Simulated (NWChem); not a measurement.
# the pair SnHF3···PH3: a chain of runs

Wanted: the energy (singlet SnPH4F3, PBE0/STO-3G), then a single-point energy (singlet SnHF3, PBE0/STO-3G), then a single-point energy (singlet PH3, PBE0/STO-3G), then the energy (singlet SnHF3, PBE0/STO-3G), then the energy (singlet PH3, PBE0/STO-3G) of F3H4PSn and its partners. 

Program for the calculation: NWChem 7.3.0.

## Step 1: Starting point

SnPH4F3: 9 atoms, total charge 0, spin state singlet. The two molecules were placed rigidly side by side, at 1.1 times their contact distance; the pair isn't optimised.

Bond lengths: F1–Sn2 1.891 Å, Sn2–F3 1.891 Å, Sn2–F4 1.891 Å, Sn2–H5 1.682 Å, P6–H7 1.420 Å, P6–H8 1.420 Å, P6–H9 1.420 Å. Angles: F1–Sn2–F3 105.0°, F1–Sn2–F4 105.0°, F3–Sn2–F4 105.0°, F1–Sn2–H5 113.7°, F3–Sn2–H5 113.7°, F4–Sn2–H5 113.7°, H7–P6–H8 93.1°, H7–P6–H9 93.1°, H8–P6–H9 93.1°.

## Step 2: A single-point energy at PBE0/STO-3G (run 1)

Input file calc.nw:

```
echo
start calc
memory total 2200 mb

geometry units angstroms noautosym nocenter noautoz
  F    -0.333880   -0.533200    1.735980
  Sn    0.117220    0.007900   -0.018920
  F    -0.804880    1.638100   -0.279920
  F    -0.752680   -1.232000   -1.151120
  H     1.774220    0.119200   -0.286020
  P     2.987940   -0.089260    4.243290
  H     2.170410   -0.780280    3.310600
  H     4.026840    0.115510    3.297510
  H     2.381330    1.163550    3.963720
end

basis spherical bse
  * library STO-3G
end

dft
  xc pbe0
  grid fine
  convergence energy 1e-08
  iterations 100
  mulliken
  noprint "final vectors analysis"
end

task dft energy
```

The run is started by

```console
$ nwchem calc.nw > calc.out
```

Log:

```text
[...]
          Wavefunction type:  closed shell.
          No. of atoms     :     9
          No. of electrons :    96
[...]
          Charge           :     0
          Spin multiplicity:     1
[...]
          AO basis - number of functions:    55
[...]
              XC Information
              --------------
                         PBE0 Method XC Functional
                     Hartree-Fock (Exact) Exchange  0.250
          PerdewBurkeErnzerhof Exchange Functional  0.750
            Perdew 1991 LDA Correlation Functional  1.000 local
           PerdewBurkeErnz. Correlation Functional  1.000 non-local
[...]
 d= 0,ls=0.0,diis     1  -6599.4867480677 -7.20D+03  5.16D-02  7.59D-01     0.6
[...]
 d= 0,ls=0.0,diis     8  -6599.7218539127 -4.81D-09  8.77D-07  8.54D-10     3.3
         Total DFT energy =    -6599.721853912716
      One electron energy =   -10339.862239849153
           Coulomb energy =     3354.318336729030
    Exchange-Corr. energy =     -217.714213008706
 Nuclear repulsion energy =      603.536262216114
[...]
      Total Density - Mulliken Population Analysis
     ---------------------------------------------
    Atom       Charge   Shell Charges
 -----------   ------   -------------------------------------------------------
    1 F    9     9.27   2.00  1.97  5.30
    2 Sn  50    49.05   2.00  2.00  6.00  2.00  5.99  2.01  5.98  1.07  2.05 10.00  9.95
    3 F    9     9.27   2.00  1.97  5.30
    4 F    9     9.27   2.00  1.97  5.30
    5 H    1     1.14   1.14
    6 P   15    14.76   2.00  1.99  5.92  1.76  3.08
    7 H    1     1.08   1.08
    8 H    1     1.08   1.08
    9 H    1     1.08   1.08
[...]
```

Run time: 3.9 s. Hardware: 1 thread of AMD EPYC 9R05 (Zen 5), shared host; peak memory 0.12 GiB.

## Step 3: SnHF3: the energy at PBE0/STO-3G (run 2)

Input file f3hsn.nw:

```
start f3hsn
memory total 2200 mb

geometry noautosym nocenter noautoz
   F     -0.333880    -0.533200     1.735980
   Sn     0.117220     0.007900    -0.018920
   F     -0.804880     1.638100    -0.279920
   F     -0.752680    -1.232000    -1.151120
   H      1.774220     0.119200    -0.286020
end

basis spherical bse
   * library STO-3G
end

dft
   xc pbe0
   grid fine
   convergence energy 1e-08
   iterations 100
   mulliken
   print low
end

task dft
```

The run is started by

```console
$ nwchem f3hsn.nw > f3hsn.out
```

Log:

```text
[...]
 d= 0,ls=0.0,diis     1  -6260.3540844908 -6.70D+03  6.59D-02  7.26D-01     0.4
[...]
 d= 0,ls=0.0,diis     7  -6260.5870117911 -1.09D-09  7.92D-07  1.73D-10     1.6
         Total DFT energy =    -6260.587011791097
      One electron energy =    -9544.662695729194
           Coulomb energy =     3036.334731154293
    Exchange-Corr. energy =     -193.407231050579
 Nuclear repulsion energy =      441.148183834382
[...]
      Total Density - Mulliken Population Analysis
     ---------------------------------------------
    Atom       Charge   Shell Charges
 -----------   ------   -------------------------------------------------------
    1 F    9     9.27   2.00  1.97  5.30
    2 Sn  50    49.05   2.00  2.00  6.00  2.00  5.99  2.01  5.98  1.07  2.05 10.00  9.95
    3 F    9     9.27   2.00  1.97  5.30
    4 F    9     9.27   2.00  1.97  5.30
    5 H    1     1.14   1.14
[...]
```

Wall time 2.1 s (1 thread of AMD EPYC 9R05 (Zen 5), shared host); peak memory 0.11 GiB.

## Step 4: PH3: the energy at PBE0/STO-3G (run 3)

Input file sp.nw:

```
start sp
title "H3P"
memory total 2200 mb
geometry noautosym nocenter noautoz
 P     2.987940   -0.089260    4.243290
 H     2.170410   -0.780280    3.310600
 H     4.026840    0.115510    3.297510
 H     2.381330    1.163550    3.963720
end
basis spherical bse
 P library STO-3G
 H library STO-3G
end
dft
 xc pbe0
 grid fine
 convergence energy 1e-08
 maxiter 100
 mulliken
 print low
end
task dft energy
```

The run is started by

```console
$ nwchem sp.nw > sp.out
```

Log:

```text
[...]
 d= 0,ls=0.0,diis     1   -339.1329704103 -3.57D+02  6.38D-03  3.18D-02     0.1
[...]
 d= 0,ls=0.0,diis     6   -339.1347404250 -6.08D-12  3.77D-08  1.75D-14     0.3
         Total DFT energy =     -339.134740424996
      One electron energy =     -505.735546730309
           Coulomb energy =      173.365845486428
    Exchange-Corr. energy =      -24.307646999075
 Nuclear repulsion energy =       17.542607817960
[...]
      Total Density - Mulliken Population Analysis
     ---------------------------------------------
    Atom       Charge   Shell Charges
 -----------   ------   -------------------------------------------------------
    1 P   15    14.76   2.00  1.99  5.92  1.76  3.08
    2 H    1     1.08   1.08
    3 H    1     1.08   1.08
    4 H    1     1.08   1.08
[...]
```

It took 0.76 s on 1 thread of AMD EPYC 9R05 (Zen 5), shared host; peak memory 0.11 GiB.

## Step 5: SnHF3 among ghost functions: the energy at PBE0/STO-3G (with ghost functions) (run 4)

Input file struct.nw:

```
echo
START struct
TITLE "F3HSn"
memory 2200 mb
charge 0

GEOMETRY units angstroms noautosym nocenter noautoz
F     -0.333880    -0.533200     1.735980
Sn     0.117220     0.007900    -0.018920
F     -0.804880     1.638100    -0.279920
F     -0.752680    -1.232000    -1.151120
H      1.774220     0.119200    -0.286020
bqP      2.987940    -0.089260     4.243290
bqH      2.170410    -0.780280     3.310600
bqH      4.026840     0.115510     3.297510
bqH      2.381330     1.163550     3.963720
END

BASIS spherical bse
F library STO-3G
Sn library STO-3G
H library STO-3G
bqP library P STO-3G
bqH library H STO-3G
END

DFT
xc pbe0
grid fine
convergence energy 1e-08
maxiter 100
mulliken
print low
END

TASK dft energy
```

The run is started by

```console
$ nwchem struct.nw > struct.out
```

Log:

```text
[...]
 d= 0,ls=0.0,diis     1  -6260.3542453324 -6.70D+03  5.15D-02  7.26D-01     0.6
[...]
 d= 0,ls=0.0,diis     7  -6260.5871553073 -4.31D-10  1.94D-06  5.70D-09     2.8
         Total DFT energy =    -6260.587155307337
      One electron energy =    -9544.658381223979
           Coulomb energy =     3036.330035454331
    Exchange-Corr. energy =     -193.406993372072
 Nuclear repulsion energy =      441.148183834382
[...]
      Total Density - Mulliken Population Analysis
     ---------------------------------------------
    Atom       Charge   Shell Charges
 -----------   ------   -------------------------------------------------------
    1 F    9     9.27   2.00  1.97  5.30
    2 Sn  50    49.05   2.00  2.00  6.00  2.00  5.99  2.01  5.98  1.07  2.05 10.00  9.95
    3 F    9     9.27   2.00  1.97  5.30
    4 F    9     9.27   2.00  1.97  5.30
    5 H    1     1.14   1.14
    6 X    0    -0.00  -0.00 -0.00 -0.00 -0.00 -0.00
    7 X    0     0.00   0.00
    8 X    0     0.00   0.00
    9 X    0     0.00   0.00
[...]
```

It took 3.3 s on 1 thread of AMD EPYC 9R05 (Zen 5), shared host; peak memory 0.12 GiB.

## Step 6: PH3 among ghost functions: the energy at PBE0/STO-3G (with ghost functions) (run 5)

Input file a.nw:

```
start a
memory stack 880 mb heap 220 mb global 1100 mb

geometry units au noautosym nocenter noautoz
  P   5.64638828 -0.16867695  8.01865597
  H   4.10148048 -1.47451550  6.25612731
  H   7.60962475  0.21828226  6.23139079
  H   4.50006151  2.19879083  7.49034523
  bqF     -0.630942    -1.007602     3.280527
  bqSn     0.221514     0.014929    -0.035754
  bqF     -1.521003     3.095560    -0.528972
  bqF     -1.422359    -2.328143    -2.175302
  bqH      3.352790     0.225255    -0.540499
end

basis spherical bse
  P library STO-3G
  H library STO-3G
  bqF library F STO-3G
  bqSn library Sn STO-3G
  bqH library H STO-3G
end

dft
  xc pbe0
  mult 1
  grid fine
  convergence energy 1e-08
  iterations 100
  mulliken
  noprint "final vectors analysis"
end

task dft
```

The run is started by

```console
$ nwchem a.nw > a.out
```

Log:

```text
[...]
          Wavefunction type:  closed shell.
          No. of atoms     :     9
          No. of electrons :    18
[...]
          Charge           :     0
          Spin multiplicity:     1
[...]
          AO basis - number of functions:    55
[...]
              XC Information
              --------------
                         PBE0 Method XC Functional
                     Hartree-Fock (Exact) Exchange  0.250
          PerdewBurkeErnzerhof Exchange Functional  0.750
            Perdew 1991 LDA Correlation Functional  1.000 local
           PerdewBurkeErnz. Correlation Functional  1.000 non-local
[...]
 d= 0,ls=0.0,diis     1   -339.1330189541 -3.57D+02  1.39D-03  3.18D-02     0.4
[...]
 d= 0,ls=0.0,diis     6   -339.1347902191 -9.72D-12  1.08D-08  3.98D-14     1.7
         Total DFT energy =     -339.134790219053
      One electron energy =     -505.734108726113
           Coulomb energy =      173.364208198526
    Exchange-Corr. energy =      -24.307496239741
 Nuclear repulsion energy =       17.542606548276
[...]
      Total Density - Mulliken Population Analysis
     ---------------------------------------------
    Atom       Charge   Shell Charges
 -----------   ------   -------------------------------------------------------
    1 P   15    14.76   2.00  1.99  5.92  1.76  3.08
    2 H    1     1.08   1.08
    3 H    1     1.08   1.08
    4 H    1     1.08   1.08
    5 X    0     0.00   0.00  0.00  0.00
    6 X    0     0.00   0.00  0.00 -0.00  0.00  0.00  0.00 -0.00  0.00  0.00 -0.00  0.00
    7 X    0    -0.00   0.00  0.00 -0.00
    8 X    0    -0.00   0.00  0.00 -0.00
    9 X    0     0.00   0.00
[...]
```

Wall time 2.2 s (1 thread of AMD EPYC 9R05 (Zen 5), shared host); peak memory 0.12 GiB.

## Step 7: Results

| quantity | value |
| --- | --- |
| run 1, PBE0/STO-3G: total energy | -6599.72185 Eh |
| run 1, PBE0/STO-3G: dipole moment | 1.50 D |
| SnHF3: total energy | -6260.58701 Eh |
| PH3: total energy | -339.13474 Eh |
| SnHF3 among ghost functions: total energy | -6260.58716 Eh |
| PH3 among ghost functions: total energy | -339.13479 Eh |
| PH3 among ghost functions: dipole moment | 0.73 D |
| interaction energy of the rigid parts SnHF3 and PH3 (parts in their own basis; closest atoms 2.97 Å apart) | -0.003 eV |
| interaction energy of the rigid parts SnHF3 and PH3 (parts in the whole basis, counterpoise; closest atoms 2.97 Å apart) | 0.002 eV |

In words: The interaction energy of the rigid parts SnHF3 and PH3 (parts in their own basis; closest atoms 2.97 Å apart) is −0.00 eV (−0.3 kJ/mol). Without counterpoise this holds the superposition error of the basis. The interaction energy of the rigid parts SnHF3 and PH3 (parts in the whole basis, counterpoise; closest atoms 2.97 Å apart) is 0.00 eV (0.2 kJ/mol). The basis-set superposition error is 0.5 kJ/mol. It is larger than the uncorrected attraction, which is thus an artefact of the basis. Mulliken charges (run 1, PBE0/STO-3G) run from -0.27 on F1 to +0.95 on Sn2; they depend strongly on the basis. Relativity is left out (run 1, PBE0/STO-3G) although the molecule holds a heavy atom. Mulliken charges (SnHF3) run from -0.27 on F1 to +0.95 on Sn2.
